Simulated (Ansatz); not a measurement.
**C7H4FNO: harmonic frequencies at the relaxed geometry from a Python script**

A script is to give harmonic frequencies at the relaxed geometry; the system is C7H4FNO.

All numbers are computed with Ansatz 0.2.0, driven from Python. Level of theory: B3LYP+D4/def2-SVP.

### 1 Starting point

Bond lengths: N1–C2 1.293 Å, C2–C3 1.492 Å, C3–C4 1.341 Å, C4–C5 1.443 Å, C5–C6 1.338 Å, C6–F7 1.350 Å, C2–C8 1.495 Å, C6–C8 1.443 Å, C8–C9 1.298 Å, C9–O10 1.176 Å, N1–H11 1.027 Å, C3–H12 1.085 Å, C4–H13 1.087 Å, C5–H14 1.085 Å. Angles (14 of 20 angles, heavy atoms first): N1–C2–C3 117.8°, N1–C2–C8 126.7°, C3–C2–C8 115.5°, C2–C3–C4 121.1°, C3–C4–C5 121.9°, C4–C5–C6 120.8°, C5–C6–F7 119.4°, C5–C6–C8 121.7°, F7–C6–C8 118.9°, C2–C8–C6 119.0°, C2–C8–C9 119.7°, C6–C8–C9 121.3°, C8–C9–O10 178.7°, C2–N1–H11 112.7°.

No structure file is read: the coordinates are typed or built in the script.

### 2 Script

Contents of c7h4fno_freq.py:

```python
"""Harmonic frequencies of C7H4FNO at its relaxed geometry."""

import itertools
import logging
import sys

import ansatz as az
from ase.data import atomic_numbers, covalent_radii
import numpy as np

logging.basicConfig(stream=sys.stdout, format="%(name)s: %(message)s")
log = logging.getLogger("c7h4fno")
log.setLevel(logging.INFO)

GEOMETRY = """
N    -1.17210   -2.10130   -0.33850
C    -0.44480   -1.04930   -0.14550
C     1.01640   -1.24540    0.08540
C     1.83090   -0.20100    0.29230
C     1.34310    1.15730    0.30300
C     0.04610    1.42130    0.10410
F    -0.37960    2.70190    0.11990
C    -0.91440    0.37020   -0.12770
C    -2.17010    0.63530   -0.31960
O    -3.31320    0.85020   -0.49600
H    -2.16260   -1.87610   -0.48870
H     1.37830   -2.26770    0.07650
H     2.89310   -0.35880    0.45920
H     2.04900    1.96350    0.47560
"""

geometry = az.Crystal.molecule()
for line in GEOMETRY.strip().splitlines():
    symbol, *xyz = line.split()
    geometry = geometry.atom(symbol, [float(v) for v in xyz])

base = geometry.calculation().basis(gaussian="def2-SVP").functional("B3LYP", dispersion="d4")
symbols = [site.symbol for site in geometry.cartesian_sites]
start = np.array([site.position_ang for site in geometry.cartesian_sites], dtype=float)
r = base.relax(force_tolerance=0.003).run(threads=1).report
end = np.array(r["positions_ang"])

# pairs closer than 1.2 times the sum of covalent radii, before or after
radius = [covalent_radii[atomic_numbers[s]] for s in symbols]
span = lambda where, i, j: np.linalg.norm(where[i] - where[j])
bonded = [(i, j) for i, j in itertools.combinations(range(len(symbols)), 2) if min(span(start, i, j), span(end, i, j)) < 1.2 * (radius[i] + radius[j])]
log.info("pair        before    after (A)")
for i, j in bonded:
    print(f"{symbols[i]}{i}-{symbols[j]}{j}".ljust(10), f"{span(start, i, j):8.4f} {span(end, i, j):8.4f}")

# frequencies need a stationary point, so they are taken at the relaxed geometry
minimum = az.Crystal.molecule()
for symbol, place in zip(symbols, end):
    minimum = minimum.atom(symbol, place.tolist())
vibrating = (
    minimum.calculation()
    .basis(gaussian="def2-SVP")
    .functional("B3LYP", dispersion="d4")
    .phonons(temperatures=(200, 600, 100))
)
vib = vibrating.run(threads=1).report["vibrations"]
sums = vib["harmonic_sums"]
modes = [m["omega_inv_cm"] for m in sums["modes_at_gamma"] if m["rigid_motion"] == "no"]
print("frequencies (1/cm):", " ".join(f"{w:.0f}" for w in modes))
print("imaginary modes:", sum(w < 0 for w in modes), " zero-point energy:", round(sums["zero_point_energy_ev"], 4), "eV")
log.info("T (K)   F_vib (eV)   S_vib (meV/K)   C_vib (meV/K)")
for row in zip(sums["temperatures_k"], sums["vibrational_free_energy_ev"], vib["entropy_ev_per_k"], vib["heat_capacity_ev_per_k"]):
    log.info(f"{row[0]:6.1f} {row[1]:11.4f} {1000 * row[2]:13.4f} {1000 * row[3]:15.4f}")
```

### 3 What the engine is handed

The engine receives this input (first run):

```yaml
crystal:
  periodic: [false, false, false]
  atoms:
    - { symbol: "N", position_ang: [-1.1721, -2.1013, -0.3385] }
    - { symbol: C, position_ang: [-0.4448, -1.0493, -0.1455] }
    - { symbol: C, position_ang: [1.0164, -1.2454, 0.0854] }
    - { symbol: C, position_ang: [1.8309, -0.201, 0.2923] }
    - { symbol: C, position_ang: [1.3431, 1.1573, 0.303] }
    - { symbol: C, position_ang: [0.0461, 1.4213, 0.1041] }
    - { symbol: F, position_ang: [-0.3796, 2.7019, 0.1199] }
    - { symbol: C, position_ang: [-0.9144, 0.3702, -0.1277] }
    - { symbol: C, position_ang: [-2.1701, 0.6353, -0.3196] }
    - { symbol: O, position_ang: [-3.3132, 0.8502, -0.496] }
    - { symbol: H, position_ang: [-2.1626, -1.8761, -0.4887] }
    - { symbol: H, position_ang: [1.3783, -2.2677, 0.0765] }
    - { symbol: H, position_ang: [2.8931, -0.3588, 0.4592] }
    - { symbol: H, position_ang: [2.049, 1.9635, 0.4756] }
basis:
  gaussian:
    orbitals: def2-SVP
hamiltonian:
  xc: b3lyp
  dispersion: d4
relax:
  f_tol: 0.003
```

### 4 The run

Launch:

```console
$ python c7h4fno_freq.py
```

**Question.** What results will this script give? Wanted: moves of the relaxation of run 1; energy gained in run 1; last largest force component of run 1; highest frequency; imaginary modes; zero-point energy.

As calculated:

```
                             quantity        value
                        runs compared            2
     moves of the relaxation of run 1            7
               energy gained in run 1     0.145 eV
last largest force component of run 1  0.0020 eV/Å
                    highest frequency    3456 cm⁻¹
                      imaginary modes            0
                    zero-point energy     2.588 eV
```

**Reading.** In CPU time, run 2 (phonons) cost about 6.8 times as much as run 1 (relaxation). Run 1: After 7 moves the largest shift is 0.075 Å, of atom 7 (F). All frequencies are real, so the geometry is a minimum. The values are harmonic; measured fundamentals also hold anharmonic shifts, mostly downward for stretches. The frequencies are harmonic and unscaled, in a modest basis. b3lyp holds the VWN-RPA fit, as in Gaussian; the form of ORCA and Turbomole is b3lyp5.
